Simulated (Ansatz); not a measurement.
# C: the cost of one run

Method: DFT LDA, scalar-relativistic, plane waves, PAW, in Ansatz 0.2.0.

A COD entry behind a cell of this session may itself be a prediction, so a difference from it is no test against experiment.

16 further runs of the same task are left out: 16 set aside as unsound or not needed.

### 1 The structure to begin with

The structure is hexagonal, space group P6_3/mmc (No. 194). Conventional cell: a = 2.483 Å, b = 2.483 Å, c = 4.136 Å, α = 90.00°, β = 90.00°, γ = 120.00°. Around C (site symmetry 3m) lie 4 C at 1.52 to 1.55 Å.

Coordinates:

```cif
data_structure
_symmetry_space_group_name_H-M 'P6_3/mmc'
_symmetry_Int_Tables_number 194
_cell_length_a 2.4831
_cell_length_b 2.4831
_cell_length_c 4.1359
_cell_angle_alpha 90.000
_cell_angle_beta 90.000
_cell_angle_gamma 120.000
_cell_volume 22.08
loop_
_atom_site_label
_atom_site_type_symbol
_atom_site_symmetry_multiplicity
_atom_site_Wyckoff_symbol
_atom_site_fract_x
_atom_site_fract_y
_atom_site_fract_z
_atom_site_occupancy
C1 C 4 f 0.33333 0.66667 0.06283 1
```

This cell was relaxed beforehand with the same method: volume 5.52 Å³/atom, gap on the mesh 3.03 eV.

### 2 What is varied

The energy is mapped over volume and the cell's shape.

The axes are (1) volume per atom: 7 values from 4.859 to 6.184 Å³; (2) c/a of the conventional cell: 7 values from 1.389 to 1.998.

Relaxed at each point: the atoms inside the fixed cell. Energies count from the relaxed crystal. Points are written as (first, second).

### 3 Point (4.859 Å³, 1.389)

Contents of input.yaml:

```yaml
crystal:
  lattice:
    - [2.5283864732, 0.0, 0.0]
    - [-1.2641932366, 2.1896469164, 0.0]
    - [0.0, 0.0, 3.5106646181]
  atoms:
    - { symbol: C, position: [0.3333333333, 0.6666666667, 0.0628256308] }
    - { symbol: C, position: [0.6666666667, 0.3333333333, 0.5628256308] }
    - { symbol: C, position: [0.3333333333, 0.6666666667, 0.4371743692] }
    - { symbol: C, position: [0.6666666667, 0.3333333333, 0.9371743692] }
basis:
  ecutwfc: 520.0
kpoints:
  mp_grid: { grid: [12, 12, 6] }
hamiltonian:
  xc: lda
  pseudopotentials: { kind: paw, azcp: { folder: soft_1 } }
scf:
  occupations: { method: gaussian, width: 0.05 }
output:
  forces: true
  stress: true
  eigenvalues: true
relax:
  adjacent_minimum: "off"
  f_tol: 0.01
  max_steps: 30
```

Launch:

```bash
> ansatz run input.yaml --threads 1 --pin off --max-ram 2048MiB --backend cpu --events-out ev --progress --plain --runs-dir out
```

**Question.** How long does this run take on 1 thread of Arm Neoverse N1, shared host, and how much memory does it need?

About 11 s, with a peak of 0.28 GiB.
